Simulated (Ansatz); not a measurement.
# CHClFNO₂Zr: one species, many methods

An exercise on one series of results from a longer session: the logs are not shown, and one member is left open.

Computed with Ansatz 0.2.0, Gaussian basis. Level: functionals in def2-TZVPP, the program's frozen cores in correlated methods.

The runs, in order: LDA (SPW92), PBE-D4, revPBE-D4, BLYP-D4, r2SCAN-D4, B97M-V, PBE0-D4, B3LYP-D4, r2SCANh-D4, r2SCAN0-D4, HSE06-D4, BHLYP-D4, CAM-B3LYP-D4, LC-ωPBE, ωB97X-V, ωB97M-V, B2PLYP, PBE-QIDH; CCSD(T)/def2-SVP; CCSD(T)/def2-TZVPP; MP2/def2-QZVPP; extrapolation to the limit; RPA on PBE.

### The geometry

An earlier PBE0-D4 in a triple-zeta def2 set relaxation fixed the geometry. Zr takes the def2 core potential; no spin-orbit term is included.

SMILES `O=C=[N][Zr]([OH])([F])[Cl]`, 8 atoms, charge 0, spin multiplicity 1.

Atoms are counted from 1 here; the program's logs count them from 0.

Bond lengths: O1–C2 1.163 Å, C2–N3 1.203 Å, N3–Zr4 2.031 Å, Zr4–O5 1.889 Å, Zr4–F6 1.895 Å, Zr4–Cl7 2.350 Å, O5–H8 0.953 Å. Angles: O1–C2–N3 179.8°, C2–N3–Zr4 176.8°, N3–Zr4–O5 109.6°, N3–Zr4–F6 109.1°, N3–Zr4–Cl7 109.4°, O5–Zr4–F6 109.1°, O5–Zr4–Cl7 109.9°, F6–Zr4–Cl7 109.7°, Zr4–O5–H8 178.1°.

The first run:

in.yaml

```yaml
crystal:
  periodic: [false, false, false]
  atoms:
    - {symbol: O, position_ang: [-1.985882, -2.654269, 1.316304]}
    - {symbol: C, position_ang: [-1.286305, -1.779529, 1.003947]}
    - {symbol: N, position_ang: [-0.561100, -0.874498, 0.684490]}
    - {symbol: Zr, position_ang: [0.616105, 0.650765, 0.041728]}
    - {symbol: O, position_ang: [0.090396, 1.166574, -1.698247]}
    - {symbol: F, position_ang: [0.415383, 2.126047, 1.214593]}
    - {symbol: Cl, position_ang: [2.860347, -0.047501, 0.024985]}
    - {symbol: H, position_ang: [-0.148955, 1.412412, -2.587800]}
basis:
  gaussian: {orbitals: def2-TZVPP}
hamiltonian: {xc: lda}
output: {orbitals: {seedname: orbitals}}
```

Run with:

```bash
> ansatz run in.yaml --threads 2 --pin off --events-out ev --progress --plain --max-ram 32768MiB --backend cpu
```

Among the steps run: LDA; PBE-D4 (GGA); revPBE-D4 (GGA); BLYP-D4 (GGA); r2SCAN-D4 (meta-GGA); B97M-V (meta-GGA); PBE0-D4 (hybrid); B3LYP-D4 (hybrid); r2SCANh-D4 (hybrid); r2SCAN0-D4 (hybrid); HSE06-D4 (hybrid); BHLYP-D4 (hybrid); CAM-B3LYP-D4 (range-separated); LC-ωPBE (range-separated); ωB97X-V (range-separated); ωB97M-V (range-separated); B2PLYP (double hybrid); PBE-QIDH (double hybrid).

One of the session's tables, all rows but one given; the rest of the session is left out.

It belongs to the step «Frontier levels by functional». 

```
  functional  HOMO (eV)  LUMO (eV)  gap (eV)
 LDA (SPW92)      -7.80      -2.82      4.98
      PBE-D4      -7.56      -2.55      5.01
   revPBE-D4      -7.47      -2.45      5.02
     BLYP-D4          ?          ?         ?
   r2SCAN-D4      -7.89      -2.40      5.50
      B97M-V      -7.90      -2.32      5.58
     PBE0-D4      -8.96      -1.77      7.19
    B3LYP-D4      -8.70      -1.98      6.72
  r2SCANh-D4      -8.41      -2.11      6.30
  r2SCAN0-D4      -9.20      -1.67      7.53
    HSE06-D4      -8.56      -2.14      6.42
    BHLYP-D4     -10.25      -0.82      9.44
CAM-B3LYP-D4     -10.30      -0.70      9.61
     LC-ωPBE     -11.62       0.47     12.10
     ωB97X-V     -11.26       0.39     11.65
     ωB97M-V     -11.16       0.31     11.46
```

Q: Estimate the row for BLYP-D4 from the others.

Worked estimate for «HOMO (eV)». Against the share of exact exchange, B3LYP-D4 (0.2, -8.70), BHLYP-D4 (0.5, -10.25) give a slope of -5.17 per unit share; at 0 the line stands at -7.67.

As computed: HOMO (eV): -7.42; LUMO (eV): -2.43; gap (eV): 4.99. In «HOMO (eV)» the line misses by -0.25.
